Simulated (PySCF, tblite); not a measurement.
# C₄H₁₀FGe radical: geometry, infrared bands and EPR parameters

Aim: predict the infrared bands and EPR parameters of C₄H₁₀FGe radical (`[CH2][Ge@@H]([F])[CH](C)C`).

Programs: tblite 0.8.0 and PySCF 2.14.0, with density-fitted response routines of our own. Each step states its level of theory. These are calculated values for one molecule in the gas phase, unless marked as measured. Atoms are numbered from 0 throughout.

## 1. The starting structure

16 atoms, charge 0, multiplicity 2; geometry from: force field or distance geometry start.

Bonds of the start (Å): C0–Ge1 1.94, Ge1–F2 1.74, Ge1–C3 1.93, C3–C4 1.53, C3–C5 1.50, C0–H6 1.11, C0–H7 1.12, Ge1–H8 1.55, C3–H9 1.09, C4–H10 1.10, C4–H11 1.11, C4–H12 1.11, C5–H13 1.11, C5–H14 1.11, C5–H15 1.10.

## 2. Geometry optimisation with GFN2-xTB

Job settings and geometry (Å):

```
{"job": {"kind": "relax", "xc": "GFN2-xTB", "basis": "xTB"}, "charge": 0, "multiplicity": 2}
C      2.327900     0.545200     1.343900
Ge     0.554500    -0.221200     1.142100
F     -0.552100     0.628900     2.189100
C     -0.140100    -0.132700    -0.656900
C     -1.345400    -1.077800    -0.670400
C     -0.672700     1.223500    -1.024700
H      3.003900     0.309900     0.495400
H      2.760500     0.128900     2.283800
H      0.596800    -1.696700     1.629600
H      0.583100    -0.488400    -1.390500
H     -1.884100    -0.908600     0.274900
H     -2.002100    -0.867300    -1.534600
H     -0.912800    -2.102800    -0.730600
H     -0.200900     1.955500    -0.333400
H     -1.777500     1.290100    -0.978100
H     -0.346600     1.422300    -2.051000
```

On the command line:

```bash
$ OMP_NUM_THREADS=1 python probes_run.py task.json out
```

One launch serves the whole session: the jobs run in the order shown.

What it wrote:

```text
step      E/eV     max force
  0    -550.76819    1.645
  1    -550.92703    1.028
  2    -551.03071    0.873
  3    -551.09252    0.885
  4    -551.21443    0.816
  5    -551.26517    0.494
  6    -551.29117    0.325
  7    -551.31040    0.370
  8    -551.32861    0.432
  9    -551.34647    0.391
 10    -551.36300    0.311
 11    -551.37509    0.243
 12    -551.38367    0.232
 13    -551.39073    0.210
 14    -551.39686    0.194
 15    -551.40236    0.176
 16    -551.40767    0.200
 17    -551.41341    0.180
 18    -551.42030    0.222
 19    -551.42830    0.227
 20    -551.43589    0.216
 21    -551.44156    0.187
 22    -551.44518    0.176
 23    -551.44797    0.195
 24    -551.45101    0.179
 25    -551.45461    0.198
 26    -551.45814    0.133
 27    -551.46074    0.170
 28    -551.46466    0.171
 29    -551.46841    0.189
 30    -551.47238    0.173
 31    -551.47681    0.195
 32    -551.48339    0.290
 33    -551.49322    0.321
 34    -551.50557    0.354
 35    -551.51892    0.315
 36    -551.52895    0.329
 37    -551.52203    0.564
 38    -551.54414    0.280
 39    -551.54915    0.181
 40    -551.55478    0.192
 41    -551.55726    0.203
 42    -551.55983    0.142
 43    -551.56414    0.141
 44    -551.56619    0.093
 45    -551.56834    0.108
 46    -551.56932    0.135
 47    -551.57085    0.103
 48    -551.57257    0.067
 49    -551.57336    0.060
 50    -551.57397    0.066
 51    -551.57491    0.063
 52    -551.57619    0.072
 53    -551.57779    0.091
 54    -551.57894    0.092
 55    -551.58016    0.117
 56    -551.58119    0.091
 57    -551.58323    0.074
 58    -551.58442    0.074
 59    -551.58644    0.088
 60    -551.58773    0.089
 61    -551.58867    0.075
 62    -551.58915    0.047
 63    -551.58950    0.061
 64    -551.58999    0.054
 65    -551.59073    0.058
 66    -551.59163    0.067
 67    -551.59243    0.066
 68    -551.59307    0.079
 69    -551.59381    0.090
 70    -551.59481    0.080
 71    -551.59591    0.079
 72    -551.59685    0.060
 73    -551.59761    0.058
 74    -551.59832    0.073
 75    -551.59907    0.079
 76    -551.59988    0.077
 77    -551.60066    0.055
 78    -551.60100    0.053
 79    -551.60132    0.048
 80    -551.60174    0.054
 81    -551.60216    0.053
 82    -551.60251    0.043
 83    -551.60272    0.029
 84    -551.60285    0.023
 85    -551.60295    0.025
 86    -551.60306    0.023
 87    -551.60321    0.020
 88    -551.60336    0.025
 89    -551.60349    0.019
 90    -551.60359    0.022
 91    -551.60369    0.024
 92    -551.60379    0.022
 93    -551.60392    0.032
 94    -551.60409    0.046
 95    -551.60428    0.043
 96    -551.60442    0.023
 97    -551.60451    0.025
 98    -551.60460    0.028
 99    -551.60471    0.040
100    -551.60484    0.039
101    -551.60496    0.030
102    -551.60509    0.054
103    -551.60522    0.046
104    -551.60537    0.041
105    -551.60547    0.033
106    -551.60555    0.036
107    -551.60564    0.035
108    -551.60576    0.030
109    -551.60586    0.026
110    -551.60593    0.027
111    -551.60599    0.030
112    -551.60607    0.028
113    -551.60619    0.028
114    -551.60634    0.025
115    -551.60646    0.024
116    -551.60655    0.021
117    -551.60662    0.020
118    -551.60670    0.023
119    -551.60680    0.025
120    -551.60689    0.021
121    -551.60695    0.016
122    -551.60698    0.015
123    -551.60702    0.012
124    -551.60706    0.019
125    -551.60709    0.019
126    -551.60712    0.017
127    -551.60716    0.015
128    -551.60720    0.017
129    -551.60728    0.025
130    -551.60735    0.027
131    -551.60739    0.015
132    -551.60741    0.013
133    -551.60743    0.013
134    -551.60746    0.018
135    -551.60751    0.030
136    -551.60759    0.037
137    -551.60769    0.033
138    -551.60778    0.024
139    -551.60786    0.022
140    -551.60794    0.020
141    -551.60803    0.027
142    -551.60813    0.025
143    -551.60826    0.026
144    -551.60840    0.028
145    -551.60855    0.024
146    -551.60869    0.032
147    -551.60883    0.031
148    -551.60893    0.025
149    -551.60901    0.022
150    -551.60908    0.024
151    -551.60914    0.025
152    -551.60920    0.018
153    -551.60926    0.021
154    -551.60931    0.019
155    -551.60934    0.011
156    -551.60936    0.011
157    -551.60939    0.009
```

It took 0.76 s on 1 thread of Arm Neoverse V2, shared host.

The steps of the relaxation: (not every step is listed)

```tsv
step	energy from step 0 (eV)	largest force (eV/Å)
0	0.0000	1.6454
1	-0.1588	1.0282
2	-0.2625	0.8729
3	-0.3243	0.8850
4	-0.4462	0.8157
5	-0.4970	0.4935
6	-0.5230	0.3253
7	-0.5422	0.3704
8	-0.5604	0.4322
22	-0.6770	0.1759
36	-0.7608	0.3287
50	-0.8058	0.0657
64	-0.8218	0.0541
78	-0.8328	0.0525
92	-0.8356	0.0217
106	-0.8374	0.0358
120	-0.8387	0.0206
134	-0.8393	0.0175
148	-0.8407	0.0253
152	-0.8410	0.0176
153	-0.8411	0.0214
154	-0.8411	0.0185
155	-0.8411	0.0114
156	-0.8412	0.0112
157	-0.8412	0.0087
```

Close pairs (by a distance rule), those that changed most:

```tsv
bond	before (Å)	after (Å)	change (Å)
Ge1–C3	1.930	2.035	+0.105
C0–Ge1	1.942	1.901	-0.041
C0–H7	1.115	1.075	-0.040
Ge1–H8	1.555	1.519	-0.036
C0–H6	1.110	1.074	-0.036
C4–H12	1.114	1.090	-0.025
Ge1–F2	1.745	1.768	+0.023
C5–H13	1.112	1.090	-0.022
```

The final coordinates are the input of the step that follows.

## 3. Infrared spectrum with GFN2-xTB

Job settings and geometry (Å):

```
{"job": {"kind": "ir", "xc": "GFN2-xTB", "basis": "xTB"}, "charge": 0, "multiplicity": 2}
C      2.295406     0.448083     1.464585
Ge     0.699906    -0.511492     1.079720
F     -0.481308     0.125292     2.230657
C     -0.205772    -0.239872    -0.722386
C     -1.479270    -1.066998    -0.775093
C     -0.482091     1.237618    -0.944435
H      3.230251     0.221019     0.986189
H      2.267633     1.357301     2.038002
H      0.721549    -1.975159     1.483620
H      0.491111    -0.595949    -1.485706
H     -2.163616    -0.753047     0.011285
H     -1.976465    -0.937057    -1.736287
H     -1.261694    -2.126298    -0.641324
H      0.443377     1.812663    -0.933006
H     -1.134716     1.620864    -0.161690
H     -0.971900     1.391977    -1.905542
```

What it wrote:

```text
mode    cm-1     km/mol
  1      38.9      1.34
  2      98.8      1.26
  3     116.8      2.27
  4     154.3      6.09
  5     179.6      6.00
  6     215.0      0.01
  7     237.1      1.63
  8     249.4      6.63
  9     272.0      3.71
 10     400.1      2.08
 11     443.4    106.23
 12     456.3    107.16
 13     506.1     51.86
 14     589.1     78.83
 15     596.6     43.19
 16     659.6     45.50
 17     695.4     56.78
 18     922.6      0.60
 19     941.1      3.57
 20     982.9      1.11
 21    1013.3      5.63
 22    1139.4      0.06
 23    1162.0     36.74
 24    1219.7     56.01
 25    1301.7      0.42
 26    1330.6      2.79
 27    1404.9      7.68
 28    1416.4      2.09
 29    1480.8      0.33
 30    1488.1      1.98
 31    1492.8      4.47
 32    1496.6      5.11
 33    1836.1    416.54
 34    2927.1     47.04
 35    2996.5      6.55
 36    3002.0     83.43
 37    3006.0     40.22
 38    3006.7     20.44
 39    3018.5      4.74
 40    3022.0     31.91
 41    3089.6      3.19
 42    3137.3     15.57
```

It took 0.39 s on 1 thread of Arm Neoverse V2, shared host.

The strongest bands and the atoms that carry them (share of the mass-weighted mode):

```tsv
cm⁻¹	km/mol	atoms
443	106.2	H6 25 %, C3 21 %, H7 21 %, C0 13 %
456	107.2	F2 68 %, Ge1 16 %
506	51.9	C3 40 %
589	78.8	H8 66 %, C0 11 %
695	56.8	H7 34 %, H6 27 %, C0 18 %, H8 18 %
1220	56.0	H9 45 %, C3 18 %
1836	416.5	H8 98 %
3002	83.4	H15 52 %, H11 23 %, H13 12 %
```

## 4. g tensor and hyperfine couplings: B3LYP/def2-TZVP-core+pcH-1

Same as in step 3 but for these lines:

```diff
@@ -1,2 +1,2 @@
-{"job": {"kind": "ir", "xc": "GFN2-xTB", "basis": "xTB"}, "charge": 0, "multiplicity": 2}
+{"job": {"kind": "epr", "basis": "pcH-1"}, "charge": 0, "multiplicity": 2}
 C      2.295406     0.448083     1.464585
```

Level: UKS B3LYP, def2-TZVP-core on Ge, pcH-1 on C F H, non-relativistic, mean-field spin-orbit, GIAO.

What it wrote:

```text
UKS, coarse grid
  cycle   1  E = -2335.18941711  |g| = 1.42e+00
  cycle   2  E = -2334.92021080  |g| = 1.35e+00
  cycle   3  E = -2335.29117591  |g| = 5.13e-01
  cycle   4  E = -2335.35782851  |g| = 1.37e-01
  cycle   5  E = -2335.36225046  |g| = 2.81e-02
  cycle   6  E = -2335.36248805  |g| = 7.58e-03
  cycle   7  E = -2335.36251539  |g| = 2.34e-03
  cycle   8  E = -2335.36251771  |g| = 8.19e-04
UKS, final grid
  cycle   1  E = -2335.36263281  |g| = 6.73e-04
  cycle   2  E = -2335.36263258  |g| = 9.92e-04
  cycle   3  E = -2335.36263304  |g| = 1.01e-04
  cycle   4  E = -2335.36263305  |g| = 4.98e-05
  cycle   5  E = -2335.36263305  |g| = 2.43e-05
E = -2335.36263305 Eh   <S^2> = 0.7537 (exact 0.7500)
g shifts (ppm)      1          2          3
  rmc          -135       -135       -135
  gc             34          8         31
  oz_so       -1799        592       1074
  total       -1900        466        970
hyperfine (MHz)  atom isotope    a_iso     a_fc   dipolar eigenvalues
    0   13C      95.53      95.76    -77.79    -76.60    154.38
    1  73Ge      25.92      26.31     -1.00     -0.14      1.14
    2   19F      -5.68      -5.31     -4.01     -1.45      5.46
    3   13C      25.00      25.01     -4.75     -4.50      9.25
    4   13C      -0.55      -0.55     -0.53     -0.53      1.06
    5   13C      -1.46      -1.46     -0.70      0.24      0.46
    6    1H     -57.24     -57.23    -37.53     -1.08     38.61
    7    1H     -57.78     -57.77    -37.42     -1.04     38.46
    8    1H      41.49      41.50     -2.82     -2.25      5.07
    9    1H      -2.40      -2.40     -2.94     -0.49      3.43
   10    1H       0.66       0.66     -0.97     -0.65      1.63
   11    1H       6.68       6.68     -0.83     -0.40      1.23
   12    1H       0.38       0.38     -1.02     -0.54      1.56
   13    1H       0.07       0.07     -2.84     -1.87      4.71
   14    1H       0.91       0.91     -1.47     -0.88      2.35
   15    1H       1.26       1.26     -1.11     -0.58      1.69
```

Run time: 2.9 min. Hardware: 1 thread of Arm Neoverse V2, shared host; peak memory 1.3 GiB.

Principal g values 2.00042, 2.00279, 2.00329; g(iso) = 2.00216, against 2.00232 for a free electron.

Hyperfine couplings; where a row names several nuclei, a(iso) is their mean (it holds for fast rotation or exchange) and the dipolar term the largest among them:

```tsv
nuclei	isotope	a(iso) (MHz)	a(iso) (G, at g = 2.0023)	largest dipolar term (MHz)
C0	13C	95.5	34.1	154.4
H6, H7	1H	-57.5	-20.5	38.6
H8	1H	41.5	14.8	5.1
Ge1	73Ge	25.9	9.3	1.1
C3	13C	25.0	8.9	9.2
F2	19F	-5.7	-2.0	5.5
H10, H11, H12	1H	2.6	0.9	1.6
H9	1H	-2.4	-0.9	3.4
C5	13C	-1.5	-0.5	-0.7
H13, H14, H15	1H	0.7	0.3	4.7
C4	13C	-0.5	-0.2	1.1
```

Mulliken spin populations:

C0 1.06; Ge1 -0.05; F2 0.00; C3 0.05; C4 0.00; C5 0.00; H6 -0.04; H7 -0.04; H8 0.02; H9 0.00; H10 0.00; H11 0.00; H12 0.00; H13 0.00; H14 0.00; H15 0.00

In first order the couplings over 0.8 MHz of 1H, 19F give 96 distinct lines over 61.5 G, if the averaged nuclei exchange fast; the same motion can average rows kept apart here too.

The fields below are evaluated on a grid from the run's orbitals.

ELF in a plane through or near 7 of the atoms.

Ten even steps from '0' (0.00) to '9' (1.00):
```
0000000000000000000000000000
0000000000000000000000000000
0000000001453000000000000000
0000000049999710000000000000
0000000069999930057510000000
0000000039999820599940000000
0000011016998510699930000000
0001356542231320487642100000
0001467883462576826699830000
0001365377122884885999950000
0000255158535761552799820000
0000257766300379830024200000
0000134543004663477300000000
0000001110079996899950000000
0000000000099996799970000000
0000000000089982289820000000
0000000000015520013100000000
0000000000000000000000000000
0000000000000000000000000000
0000000000000000000000000000
```
The map spans 11.7 Å across and 9.9 Å up, centred on the molecule. Atoms in the plane (x, y in Å): C0 (-2.8, 0.0), C3 (0.6, -0.1), C4 (1.8, 0.8), H8 (-1.1, 2.3), H11 (2.8, 0.3), H13 (-0.1, -2.1), H15 (1.6, -2.0).

On the surface of density 0.002 e/bohr³ the electrostatic potential runs, from the 1st to the 99th percentile, from -1.52 V near F2 to 1.38 V near Ge1.

The spin density lies nearest to C0 69 %; H6, H7 about 10 % each.

## 5. Outcome

| quantity | value |
| --- | --- |
| strongest single infrared mode (GFN2-xTB) | 1836 cm⁻¹, 417 km/mol |
| zero-point energy (GFN2-xTB) | 76.8 kcal/mol |
| g(iso) (B3LYP) | 2.00216 |
| ⟨S²⟩ | 0.754 (exact 0.75) |
| largest a(iso) (averaged by class) | 13C on C0, 95.5 MHz |
| potential on the surface of density 0.002 e/bohr³, 1st and 99th percentile | -1.52 V and 1.38 V |

**Reading.** The optimisation took 157 steps and gained 0.841 eV; among the close pairs (by a distance rule), Ge1–C3 changed most, from 1.930 to 2.035 Å. No mode is imaginary among the 42: a minimum at this level. The strongest single mode, at 1836 cm⁻¹, moves mainly H8. GFN2-xTB is a fitted tight-binding method: band positions and strengths are rough. Its intensities can rank the bands wrongly. C0 carries the largest spin population, 1.06 e. The isotropic g lies 0.2 ppt below the free-electron value. The hyperfine terms hold no scalar relativity, which the heavier nuclei need. These values are for one conformer; the search (at its own cheap level) found 2 more, at 0.10, 0.14 kcal/mol, and measured spectra average over such forms.
